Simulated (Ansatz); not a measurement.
# C2H9NOSi: one species, many methods

How much do the methods differ for C2H9NOSi? The plan is to run it at one geometry with functionals of several rungs and with coupled cluster, and see how far each lands from CCSD(T) at the basis-set limit for the atomisation energy.

Program: Ansatz 0.2.0, Gaussian basis. Level of theory: functionals in def2-TZVPP, the program's frozen cores in correlated methods. These are calculated values, not measurements.

Levels to be run: PBE-D4, r2SCAN-D4, PBE0-D4, B3LYP-D4, ωB97X-V, ωB97M-V, B2PLYP; CCSD(T)/def2-TZVPP; MP2/def2-QZVPP; extrapolation to the limit.

## Step 1: Structure used throughout

All runs share one geometry, relaxed beforehand with PBE0-D4 in a triple-zeta def2 set.

SMILES `NCOC[SiH3]`, 14 atoms, charge 0, spin multiplicity 1.

Atoms are counted from 1 here; the program's logs count them from 0.

Bond lengths: N1–C2 1.436 Å, N1–H6 1.010 Å, N1–H7 1.008 Å, C2–O3 1.405 Å, C2–H8 1.100 Å, C2–H9 1.096 Å, O3–C4 1.413 Å, C4–Si5 1.883 Å, C4–H10 1.103 Å, C4–H11 1.098 Å, Si5–H12 1.486 Å, Si5–H13 1.489 Å, Si5–H14 1.486 Å. Angles: C2–N1–H6 112.9°, C2–N1–H7 112.9°, H6–N1–H7 109.6°, N1–C2–O3 112.1°, N1–C2–H8 108.1°, N1–C2–H9 114.0°, O3–C2–H8 109.9°, O3–C2–H9 104.1°, H8–C2–H9 108.6°, C2–O3–C4 113.4°, O3–C4–Si5 108.7°, O3–C4–H10 110.6°, O3–C4–H11 110.7°, Si5–C4–H10 110.0°, Si5–C4–H11 109.9°, H10–C4–H11 106.9°, C4–Si5–H12 110.5°, C4–Si5–H13 108.5° and more.

## Step 2: PBE-D4 (GGA)

in.yaml reads:

```yaml
crystal:
  periodic: [false, false, false]
  atoms:
    - {symbol: N, position_ang: [-1.024215, 1.713724, 0.924780]}
    - {symbol: C, position_ang: [-1.353979, 0.924783, -0.228823]}
    - {symbol: O, position_ang: [-0.239691, 0.230056, -0.729816]}
    - {symbol: C, position_ang: [0.266621, -0.739698, 0.164250]}
    - {symbol: Si, position_ang: [1.842998, -1.467286, -0.565128]}
    - {symbol: H, position_ang: [-0.677599, 2.631491, 0.686619]}
    - {symbol: H, position_ang: [-1.790419, 1.799265, 1.574670]}
    - {symbol: H, position_ang: [-2.140511, 0.212097, 0.058568]}
    - {symbol: H, position_ang: [-1.709564, 1.511109, -1.083208]}
    - {symbol: H, position_ang: [-0.475305, -1.538059, 0.331059]}
    - {symbol: H, position_ang: [0.479847, -0.291368, 1.143230]}
    - {symbol: H, position_ang: [2.876572, -0.412237, -0.727784]}
    - {symbol: H, position_ang: [2.356335, -2.509385, 0.366610]}
    - {symbol: H, position_ang: [1.576010, -2.093693, -1.886228]}
basis:
  gaussian: {orbitals: def2-TZVPP}
hamiltonian: {xc: pbe, dispersion: d4}
output: {forces: true, orbitals: {seedname: orbitals}}
```

On the command line:

```console
ansatz run in.yaml --threads 4 --pin off --events-out ev --progress --plain --max-ram 10444MiB
```

After this run come: r2SCAN-D4 (meta-GGA); PBE0-D4 (hybrid); B3LYP-D4 (hybrid); ωB97X-V (range-separated); ωB97M-V (range-separated); B2PLYP (double hybrid); CCSD(T) in def2-TZVPP; MP2 in def2-QZVPP.

Q: Predict the results of all the runs planned. Wanted: atomisation energy, CCSD(T)/CBS; farthest; mean size of error, hybrid; mean size of error, range-separated; gap, smallest and largest; T1 diagnostic; triples share of the correlation energy.

**Answer**, as computed:

| quantity | value |
| --- | --- |
| atomisation energy, CCSD(T)/CBS | 4926.8 kJ/mol |
| functionals within 24.6 kJ/mol (0.5 %) | r2SCAN-D4, PBE0-D4, B3LYP-D4, ωB97X-V, ωB97M-V |
| farthest | PBE-D4 (+76.6 kJ/mol) |
| mean size of error, hybrid | 8.2 kJ/mol |
| mean size of error, range-separated | 19.1 kJ/mol |
| gap, smallest and largest | 5.96 eV (PBE-D4), 12.61 eV (ωB97X-V) |
| T1 diagnostic | 0.0112 |
| triples share of the correlation energy | 3.6 % |

In words: PBE-D4 is off by +76.6 kJ/mol. Double hybrids carry the basis error of their MP2 part in triple zeta, and no dispersion term here, so their miss is partly the set-up's. The reference freezes the cores and leaves out relativity and excitations past (T), so misses under about 24.6 kJ/mol can't be ranked. Hartree-Fock recovers 71 % of the binding; the rest is correlation. The gap grows from 6.0 to 12.6 eV across the functionals, mostly with the share of exact exchange.
